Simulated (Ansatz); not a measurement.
# C₄H₈Si: an energy map over two coordinates

A grid of calculations on C₄H₈Si, SMILES C#CCC[SiH3], to see where the energy is lowest and how it rises around there.

Computed with Ansatz 0.2.0. Level: RKS B3LYP-D4/def2-SVP.

## Step 1: Where the work starts

13 atoms, charge 0, spin multiplicity 1.

Atoms are counted from 1 here; the program's logs count them from 0.

Bond lengths: C1–C2 1.223 Å, C1–H6 1.081 Å, C2–C3 1.461 Å, C3–C4 1.546 Å, C3–H7 1.113 Å, C3–H8 1.113 Å, C4–Si5 1.900 Å, C4–H9 1.111 Å, C4–H10 1.111 Å, Si5–H11 1.504 Å, Si5–H12 1.507 Å, Si5–H13 1.507 Å. Angles: C2–C1–H6 179.6°, C1–C2–C3 178.5°, C2–C3–C4 113.5°, C2–C3–H7 108.9°, C2–C3–H8 108.9°, C4–C3–H7 109.9°, C4–C3–H8 109.9°, H7–C3–H8 105.3°, C3–C4–Si5 114.0°, C3–C4–H9 109.8°, C3–C4–H10 109.8°, Si5–C4–H9 108.5°, Si5–C4–H10 108.5°, H9–C4–H10 105.9°, C4–Si5–H11 110.2°, C4–Si5–H12 110.4°, C4–Si5–H13 110.4°, H11–Si5–H12 108.8° and more.

Coordinates:

```mol
C4H8Si
  3D, bonds by distance, orders not assigned

 13 12  0  0  0  0  0  0  0  0999 V2000
   -2.9054   -0.7455    1.1125 C   0  0
   -1.8654   -0.1772    0.8119 C   0  0
   -0.6100    0.4685    0.4358 C   0  0
    0.3633   -0.4678   -0.3161 C   0  0
    2.0015    0.3563   -0.8119 Si  0  0
   -3.8270   -1.2414    1.3816 H   0  0
   -0.8363    1.3616   -0.1894 H   0  0
   -0.1206    0.8678    1.3527 H   0  0
    0.5917   -1.3558    0.3111 H   0  0
   -0.1255   -0.8607   -1.2330 H   0  0
    2.8777   -0.6260   -1.5404 H   0  0
    1.7436    1.5379   -1.7103 H   0  0
    2.7329    0.8477    0.4102 H   0  0
  1  2  8  0
  1  6  8  0
  2  3  8  0
  3  4  8  0
  3  7  8  0
  3  8  8  0
  4  5  8  0
  4  9  8  0
  4 10  8  0
  5 11  8  0
  5 12  8  0
  5 13  8  0
M  END
```

This geometry comes from a loose relaxation at PBE in a small basis, which is not shown.

## Step 2: Relaxing the molecule

The input, input.yaml:

```yaml
crystal:
  periodic: [false, false, false]
  atoms:
    - { symbol: C, position_ang: [-2.905441, -0.745539, 1.112505] }
    - { symbol: C, position_ang: [-1.865366, -0.177227, 0.811933] }
    - { symbol: C, position_ang: [-0.610022, 0.468529, 0.435838] }
    - { symbol: C, position_ang: [0.363326, -0.467752, -0.316073] }
    - { symbol: Si, position_ang: [2.00154, 0.356334, -0.811894] }
    - { symbol: H, position_ang: [-3.827036, -1.241357, 1.381561] }
    - { symbol: H, position_ang: [-0.836327, 1.36155, -0.189421] }
    - { symbol: H, position_ang: [-0.12059, 0.867814, 1.352682] }
    - { symbol: H, position_ang: [0.591715, -1.355809, 0.311115] }
    - { symbol: H, position_ang: [-0.125477, -0.860704, -1.233043] }
    - { symbol: H, position_ang: [2.877693, -0.626024, -1.540414] }
    - { symbol: H, position_ang: [1.743622, 1.537922, -1.710311] }
    - { symbol: H, position_ang: [2.732864, 0.847663, 0.410222] }
basis:
  gaussian: { orbitals: def2-SVP }
hamiltonian:
  xc: { name: B3LYP }
  dispersion: d4
output:
  forces: true
relax:
  f_tol: 0.003
  max_steps: 120
```

Command:

```sh
> ansatz run input.yaml --threads 1 --pin off --max-ram 2560MiB --backend cpu --events-out ev --progress --plain --runs-dir out
```

Standard output, shortened:

```text
Warning: RAYON_NUM_THREADS=1 ignored (pool sized by the plan → 1); use --threads N
[...]
Functional definition: B3LYP
[...]
1275 factors; integrals over basis functions are off by at most 2.8e-4 eV
[...]
mean field -12149.15033579 eV, -446.4730398504 hartree, gradient 3.2e-5 eV, S^2 0.000000; 0 other end points of the search recorded, 0 dependent functions left out
[...]
reference -12149.15061405 eV, -446.4730500765 hartree; 23, 23 occupied and 91, 91 virtual orbitals, 1275 factors
relax step   1: F+E_penalty+E_count = -12149.55581675 eV  Δ(F+E_penalty+E_count) = +0.000e0 eV  max|allowed force component| = 1.005e0 eV/Å  Δτ_max = 0.0000 Å  (26 SCF iters, accepted)
[...]
relax step   6: F+E_penalty+E_count = -12149.57220196 eV  Δ(F+E_penalty+E_count) = +8.328e-7 eV  max|allowed force component| = 6.055e-3 eV/Å  Δτ_max = 0.0013 Å  (20 SCF iters, rejected (line search))
[...]
relax step   7: F+E_penalty+E_count = -12149.57220443 eV  Δ(F+E_penalty+E_count) = -1.637e-6 eV  max|allowed force component| = 1.929e-3 eV/Å  Δτ_max = 0.0006 Å  (19 SCF iters, accepted)
1275 factors; integrals over basis functions are off by at most 2.8e-4 eV
mean field -12149.16565674 eV, -446.4736028851 hartree, gradient 1.2e-5 eV, S^2 0.000000; 1 other end points of the search recorded, 0 dependent functions left out
[...]
reference -12149.16593399 eV, -446.4736130738 hartree; 23, 23 occupied and 91, 91 virtual orbitals, 1275 factors
Total energy: -12149.57248168 eV, -446.4885534256 hartree
Atom 0 at    -2.893338    -0.745071     1.107190 Å, force    -0.000593     0.001929     0.001094 eV/Å
Atom 1 at    -1.863293    -0.180918     0.809950 Å, force     0.000581    -0.001368    -0.000801 eV/Å
Atom 2 at    -0.608367     0.471670     0.436621 Å, force    -0.000236    -0.000007     0.000154 eV/Å
Atom 3 at     0.363417    -0.462943    -0.315081 Å, force    -0.000318    -0.000051    -0.000094 eV/Å
Atom 4 at     1.998274     0.354934    -0.810995 Å, force    -0.000449    -0.000692     0.000008 eV/Å
Atom 5 at    -3.808465    -1.238744     1.373768 Å, force     0.000292    -0.000608    -0.000429 eV/Å
Atom 6 at    -0.836956     1.356608    -0.184181 Å, force    -0.000102     0.000150     0.000165 eV/Å
Atom 7 at    -0.124675     0.864105     1.349206 Å, force    -0.000113    -0.000016     0.000189 eV/Å
Atom 8 at     0.587246    -1.345011     0.308975 Å, force     0.000172    -0.000087    -0.000153 eV/Å
Atom 9 at    -0.124927    -0.851602    -1.225057 Å, force     0.000137    -0.000008    -0.000026 eV/Å
Atom 10 at     2.864137    -0.623865    -1.531063 Å, force     0.000236     0.000217     0.000091 eV/Å
Atom 11 at     1.743561     1.524235    -1.705353 Å, force     0.000429     0.000065     0.000108 eV/Å
Atom 12 at     2.723887     0.842002     0.400721 Å, force    -0.000037     0.000475    -0.000306 eV/Å
Dipole moment:     0.012598    -0.022340    -0.013085 e Å
```

It took 71 s on 1 thread of Arm Neoverse N1, shared host; peak memory 0.25 GiB.

Relaxation path:

| step | energy from step 1 (eV) | largest force component (eV/Å) |
| --- | --- | --- |
| 1 | 0.0000 | 1.0046 |
| 2 | -0.0157 | 0.1166 |
| 3 | -0.0164 | 0.0168 |
| 4 | -0.0164 | 0.0079 |
| 5 | -0.0164 | 0.0031 |
| 6 | -0.0164 | 0.0061 |
| 7 | -0.0164 | 0.0019 |

Close pairs (by a distance rule), those that changed most:

```csv
bond,before (Å),after (Å),change (Å)
Si5–H12,1.507,1.494,-0.013
Si5–H13,1.507,1.494,-0.013
Si5–H11,1.504,1.492,-0.012
C1–C2,1.223,1.211,-0.011
C3–H7,1.113,1.105,-0.009
C3–H8,1.113,1.105,-0.008
C4–H9,1.111,1.103,-0.007
C4–H10,1.111,1.103,-0.007
```

## Step 3: Plan of the scan

First coordinate, angle C1–C2–C3 (carried through 180): 11 values from 140 to 220 °. Second coordinate, change of the bonds C2–C1, C2–C3, all alike: 11 values from −0.147 to 0.227 Å.

Nothing else is relaxed (all other coordinates rigid). Energies count from the relaxed molecule at the same level. Points are written as (first, second).

Below, 3 of the grid's runs; all are launched alike.

## Step 4: Point (180°, −0.072 Å)

The input, input.yaml:

```yaml
crystal:
  periodic: [false, false, false]
  atoms:
    - { symbol: C, position_ang: [-2.834899, -0.713064, 1.076694] }
    - { symbol: C, position_ang: [-1.863293, -0.180918, 0.80995] }
    - { symbol: C, position_ang: [-0.673821, 0.43753, 0.439425] }
    - { symbol: C, position_ang: [0.290292, -0.501284, -0.316905] }
    - { symbol: Si, position_ang: [1.919997, 0.313771, -0.833973] }
    - { symbol: H, position_ang: [-3.752676, -1.208188, 1.331194] }
    - { symbol: H, position_ang: [-0.908738, 1.319003, -0.18394] }
    - { symbol: H, position_ang: [-0.180882, 0.83503, 1.344842] }
    - { symbol: H, position_ang: [0.520483, -1.379867, 0.309746] }
    - { symbol: H, position_ang: [-0.207272, -0.894993, -1.219687] }
    - { symbol: H, position_ang: [2.778518, -0.669049, -1.557348] }
    - { symbol: H, position_ang: [1.656166, 1.478078, -1.732195] }
    - { symbol: H, position_ang: [2.657885, 0.807563, 0.367566] }
basis:
  gaussian: { orbitals: def2-SVP }
hamiltonian:
  xc: { name: B3LYP }
  dispersion: d4
output:
  forces: true
```

Command:

```sh
> ansatz run input.yaml --threads 1 --pin off --max-ram 2560MiB --backend cpu --events-out ev --progress --plain --runs-dir out
```

Standard output, shortened:

```text
Warning: RAYON_NUM_THREADS=1 ignored (pool sized by the plan → 1); use --threads N
[...]
[... 1 set-up line as earlier in the session ...]
[...]
1165 factors; integrals over basis functions are off by at most 1.2e-3 eV
[...]
mean field -12148.73412746 eV, -446.4577444766 hartree, gradient 5.8e-5 eV, S^2 0.000000; 0 other end points of the search recorded, 0 dependent functions left out
[...]
reference -12148.73440031 eV, -446.4577545034 hartree; 23, 23 occupied and 91, 91 virtual orbitals, 1165 factors
Total energy: -12149.14789901 eV, -446.4729503002 hartree
Atom 0 at    -2.834899    -0.713064     1.076694 Å, force    -8.183925    -4.458420     2.296977 eV/Å
Atom 1 at    -1.863293    -0.180918     0.809950 Å, force     5.521721     3.040728    -1.560210 eV/Å
Atom 2 at    -0.673821     0.437530     0.439425 Å, force     2.244516     1.240791    -0.611303 eV/Å
Atom 3 at     0.290292    -0.501284    -0.316905 Å, force     0.150850     0.026561    -0.060813 eV/Å
Atom 4 at     1.919997     0.313771    -0.833973 Å, force    -0.009162    -0.019152    -0.001330 eV/Å
Atom 5 at    -3.752676    -1.208188     1.331194 Å, force     0.042576     0.021404    -0.000063 eV/Å
Atom 6 at    -0.908738     1.319003    -0.183940 Å, force     0.110913     0.068752    -0.033327 eV/Å
Atom 7 at    -0.180882     0.835030     1.344842 Å, force     0.130605     0.074117    -0.034788 eV/Å
Atom 8 at     0.520483    -1.379867     0.309746 Å, force    -0.008611    -0.000751     0.005808 eV/Å
Atom 9 at    -0.207272    -0.894993    -1.219687 Å, force    -0.011932     0.000887     0.003730 eV/Å
Atom 10 at     2.778518    -0.669049    -1.557348 Å, force     0.009212     0.002838    -0.003515 eV/Å
Atom 11 at     1.656166     1.478078    -1.732195 Å, force     0.001494     0.001178    -0.001041 eV/Å
Atom 12 at     2.657885     0.807563     0.367566 Å, force     0.001743     0.001067    -0.000124 eV/Å
Dipole moment:    -0.013570    -0.027223    -0.005952 e Å
```

Wall time 8.8 s (1 thread of Arm Neoverse N1, shared host); peak memory 0.22 GiB.

On the map this point reads 9.8 kcal/mol.

## Step 5: Point (180°, 0.003 Å)

The input, input.yaml:

```yaml
crystal:
  periodic: [false, false, false]
  atoms:
    - { symbol: C, position_ang: [-2.898851, -0.74809, 1.094251] }
    - { symbol: C, position_ang: [-1.863293, -0.180918, 0.80995] }
    - { symbol: C, position_ang: [-0.609683, 0.470878, 0.419445] }
    - { symbol: C, position_ang: [0.354431, -0.467936, -0.336885] }
    - { symbol: Si, position_ang: [1.984136, 0.347119, -0.853953] }
    - { symbol: H, position_ang: [-3.816628, -1.243215, 1.348751] }
    - { symbol: H, position_ang: [-0.8446, 1.352351, -0.203919] }
    - { symbol: H, position_ang: [-0.116744, 0.868378, 1.324862] }
    - { symbol: H, position_ang: [0.584622, -1.346519, 0.289767] }
    - { symbol: H, position_ang: [-0.143133, -0.861645, -1.239666] }
    - { symbol: H, position_ang: [2.842657, -0.635701, -1.577327] }
    - { symbol: H, position_ang: [1.720305, 1.511426, -1.752174] }
    - { symbol: H, position_ang: [2.722023, 0.840911, 0.347587] }
basis:
  gaussian: { orbitals: def2-SVP }
hamiltonian:
  xc: { name: B3LYP }
  dispersion: d4
output:
  forces: true
```

Command:

```sh
> ansatz run input.yaml --threads 1 --pin off --max-ram 2560MiB --backend cpu --events-out ev --progress --plain --runs-dir out
```

Standard output, shortened:

```text
Warning: RAYON_NUM_THREADS=1 ignored (pool sized by the plan → 1); use --threads N
[...]
[... 1 set-up line as earlier in the session ...]
[...]
1167 factors; integrals over basis functions are off by at most 1.2e-3 eV
[...]
mean field -12149.16455933 eV, -446.4735625560 hartree, gradient 1.8e-5 eV, S^2 0.000000; 0 other end points of the search recorded, 0 dependent functions left out
[...]
reference -12149.16483675 eV, -446.4735727509 hartree; 23, 23 occupied and 91, 91 virtual orbitals, 1167 factors
Total energy: -12149.57121210 eV, -446.4885067695 hartree
Atom 0 at    -2.898851    -0.748090     1.094251 Å, force     0.275274     0.152258    -0.055198 eV/Å
Atom 1 at    -1.863293    -0.180918     0.809950 Å, force    -0.202870    -0.112683    -0.032019 eV/Å
Atom 2 at    -0.609683     0.470878     0.419445 Å, force    -0.058494    -0.034892     0.066446 eV/Å
Atom 3 at     0.354431    -0.467936    -0.336885 Å, force    -0.009211    -0.003613     0.005219 eV/Å
Atom 4 at     1.984136     0.347119    -0.853953 Å, force     0.000004     0.001075     0.000641 eV/Å
Atom 5 at    -3.816628    -1.243215     1.348751 Å, force     0.001586     0.000004     0.013687 eV/Å
Atom 6 at    -0.844600     1.352351    -0.203919 Å, force    -0.010475    -0.003832     0.004436 eV/Å
Atom 7 at    -0.116744     0.868378     1.324862 Å, force     0.003698     0.001290    -0.002540 eV/Å
Atom 8 at     0.584622    -1.346519     0.289767 Å, force     0.000988    -0.000176    -0.000883 eV/Å
Atom 9 at    -0.143133    -0.861645    -1.239666 Å, force    -0.000465     0.000225     0.000431 eV/Å
Atom 10 at     2.842657    -0.635701    -1.577327 Å, force    -0.000423    -0.000034     0.000180 eV/Å
Atom 11 at     1.720305     1.511426    -1.752174 Å, force     0.000449     0.000004     0.000074 eV/Å
Atom 12 at     2.722023     0.840911     0.347587 Å, force    -0.000061     0.000375    -0.000474 eV/Å
Dipole moment:     0.012808    -0.022750    -0.017339 e Å
```

Wall time 8.8 s (1 thread of Arm Neoverse N1, shared host); peak memory 0.22 GiB.

That is 0.029 kcal/mol from the zero.

## Step 6: The run at (156°, 0.115 Å)

The input, input.yaml:

```yaml
crystal:
  periodic: [false, false, false]
  atoms:
    - { symbol: C, position_ang: [-2.913012, -0.755847, 1.381806] }
    - { symbol: C, position_ang: [-1.863293, -0.180918, 0.80995] }
    - { symbol: C, position_ang: [-0.466395, 0.546697, 0.714931] }
    - { symbol: C, position_ang: [0.628074, -0.320721, 0.057174] }
    - { symbol: Si, position_ang: [2.317169, 0.526861, -0.070011] }
    - { symbol: H, position_ang: [-3.764395, -1.214607, 1.847554] }
    - { symbol: H, position_ang: [-0.591806, 1.488146, 0.150386] }
    - { symbol: H, position_ang: [-0.150507, 0.847227, 1.730151] }
    - { symbol: H, position_ang: [0.748213, -1.25958, 0.62436] }
    - { symbol: H, position_ang: [0.307123, -0.6177, -0.955933] }
    - { symbol: H, position_ang: [3.302216, -0.386661, -0.719183] }
    - { symbol: H, position_ang: [2.210846, 1.777435, -0.880431] }
    - { symbol: H, position_ang: [2.819002, 0.891367, 1.289144] }
basis:
  gaussian: { orbitals: def2-SVP }
hamiltonian:
  xc: { name: B3LYP }
  dispersion: d4
output:
  forces: true
```

Command:

```sh
> ansatz run input.yaml --threads 1 --pin off --max-ram 2560MiB --backend cpu --events-out ev --progress --plain --runs-dir out
```

Standard output, shortened:

```text
Warning: RAYON_NUM_THREADS=1 ignored (pool sized by the plan → 1); use --threads N
[...]
[... 1 set-up line as earlier in the session ...]
[...]
1168 factors; integrals over basis functions are off by at most 1.1e-3 eV
[...]
mean field -12148.30360401 eV, -446.4419230314 hartree, gradient 4.9e-5 eV, S^2 0.000000; 0 other end points of the search recorded, 0 dependent functions left out
[...]
reference -12148.30388578 eV, -446.4419333864 hartree; 23, 23 occupied and 91, 91 virtual orbitals, 1168 factors
Total energy: -12148.70036691 eV, -446.4565037991 hartree
Atom 0 at    -2.913012    -0.755847     1.381806 Å, force     6.922665     3.768307    -3.664253 eV/Å
Atom 1 at    -1.863293    -0.180918     0.809950 Å, force    -4.393987    -2.415257     4.200261 eV/Å
Atom 2 at    -0.466395     0.546697     0.714931 Å, force    -1.726517    -1.000443    -0.371109 eV/Å
Atom 3 at     0.628074    -0.320721     0.057174 Å, force    -0.251700     0.001940     0.045155 eV/Å
Atom 4 at     2.317169     0.526861    -0.070011 Å, force     0.011797     0.022873     0.005405 eV/Å
Atom 5 at    -3.764395    -1.214607     1.847554 Å, force    -0.188702    -0.099022    -0.217087 eV/Å
Atom 6 at    -0.591806     1.488146     0.150386 Å, force    -0.119876    -0.112410    -0.022286 eV/Å
Atom 7 at    -0.150507     0.847227     1.730151 Å, force    -0.278637    -0.164426     0.029168 eV/Å
Atom 8 at     0.748213    -1.259580     0.624360 Å, force     0.009795     0.003960     0.000592 eV/Å
Atom 9 at     0.307123    -0.617700    -0.955933 Å, force     0.028519     0.001201    -0.009315 eV/Å
Atom 10 at     3.302216    -0.386661    -0.719183 Å, force    -0.011495    -0.003834     0.003420 eV/Å
Atom 11 at     2.210846     1.777435    -0.880431 Å, force    -0.001195    -0.002401     0.001328 eV/Å
Atom 12 at     2.819002     0.891367     1.289144 Å, force    -0.000668    -0.000488    -0.001278 eV/Å
Dipole moment:     0.060249    -0.009806     0.055216 e Å
```

It took 8.7 s on 1 thread of Arm Neoverse N1, shared host; peak memory 0.22 GiB.

On the map this point reads 20.1 kcal/mol.

## Step 7: Energy over the grid

121 points were computed. Energies in kcal/mol, from the relaxed molecule at the same level:

```tsv
change of the bonds C2–C1, C2–C3, all alike (Å) ↓, angle C1–C2–C3 (carried through 180) (°) →	140	148	156	164	172	180	188	196	204	212	220
0.227	59.5	58.1	57.1	56.4	56.0	55.9	56.0	56.4	57.1	58.1	59.6
0.190	46.6	44.8	43.4	42.5	41.9	41.7	41.9	42.5	43.5	45.0	47.0
0.152	34.9	32.5	30.7	29.5	28.8	28.6	28.9	29.7	31.0	32.9	35.5
0.115	25.2	22.3	20.1	18.6	17.7	17.5	17.9	18.9	20.5	22.9	26.1
0.078	17.8	14.4	11.7	9.9	8.9	8.6	9.1	10.3	12.4	15.2	19.0
0.040	13.3	9.2	6.1	4.0	2.8	2.4	3.0	4.5	7.0	10.3	14.8
0.003	12.6	7.9	4.3	1.8	0.4	0.0	0.7	2.5	5.3	9.2	14.4
−0.035	16.5	11.1	7.0	4.2	2.6	2.2	3.0	5.1	8.3	12.8	18.7
−0.072	26.0	19.9	15.3	12.1	10.2	9.8	10.8	13.1	16.8	21.9	28.5
−0.110	42.8	36.0	30.8	27.2	25.1	24.6	25.7	28.4	32.6	38.3	45.7
−0.147	67.6	60.0	54.2	50.2	47.9	47.4	48.6	51.6	56.3	62.7	70.8
```

On the same grid, dipole moment (D):

| change of the bonds C2–C1, C2–C3, all alike (Å) ↓, angle C1–C2–C3 (carried through 180) (°) → | 140 | 148 | 156 | 164 | 172 | 180 | 188 | 196 | 204 | 212 | 220 |
| --- | --- | --- | --- | --- | --- | --- | --- | --- | --- | --- | --- |
| 0.227 | 0.81 | 0.72 | 0.69 | 0.70 | 0.72 | 0.75 | 0.78 | 0.82 | 0.87 | 0.96 | 1.08 |
| 0.190 | 0.74 | 0.63 | 0.57 | 0.56 | 0.58 | 0.61 | 0.64 | 0.69 | 0.76 | 0.87 | 1.01 |
| 0.152 | 0.69 | 0.55 | 0.47 | 0.44 | 0.45 | 0.48 | 0.52 | 0.58 | 0.67 | 0.79 | 0.95 |
| 0.115 | 0.65 | 0.50 | 0.40 | 0.35 | 0.34 | 0.37 | 0.42 | 0.50 | 0.60 | 0.73 | 0.90 |
| 0.078 | 0.64 | 0.47 | 0.34 | 0.27 | 0.25 | 0.28 | 0.34 | 0.43 | 0.54 | 0.69 | 0.86 |
| 0.040 | 0.64 | 0.46 | 0.32 | 0.21 | 0.17 | 0.20 | 0.27 | 0.38 | 0.50 | 0.66 | 0.83 |
| 0.003 | 0.64 | 0.47 | 0.31 | 0.19 | 0.13 | 0.15 | 0.23 | 0.34 | 0.48 | 0.64 | 0.82 |
| −0.035 | 0.66 | 0.48 | 0.33 | 0.20 | 0.12 | 0.13 | 0.22 | 0.33 | 0.47 | 0.63 | 0.81 |
| −0.072 | 0.69 | 0.51 | 0.35 | 0.23 | 0.15 | 0.15 | 0.22 | 0.33 | 0.47 | 0.63 | 0.81 |
| −0.110 | 0.72 | 0.54 | 0.39 | 0.27 | 0.19 | 0.18 | 0.24 | 0.35 | 0.48 | 0.64 | 0.83 |
| −0.147 | 0.76 | 0.58 | 0.43 | 0.31 | 0.24 | 0.23 | 0.28 | 0.37 | 0.50 | 0.67 | 0.85 |

## Step 8: What came out

| quantity | value |
| --- | --- |
| lowest point | (180°, 0.003 Å), 0.029 kcal/mol |
| highest computed point | (220°, −0.147 Å), 70.8 kcal/mol above the lowest |
| dipole moment (D) | 0.12 at (172°, −0.035 Å) to 1.08 at (220°, 0.227 Å); 0.15 at the lowest point |
| time for the whole task | 20 min on 1 thread, shared host |

What this shows: The lowest computed point is at (180°, 0.003 Å), 0.029 kcal/mol from the relaxed molecule at the same level. The grid is coarse, so the lowest point of the scanned range may lie between grid points; coordinates that were held can hide deeper minima. No other kind of well shows on this grid. The highest computed point, (220°, −0.147 Å), lies 70.8 kcal/mol above the lowest. Round the minimum the two coordinates are nearly uncoupled.
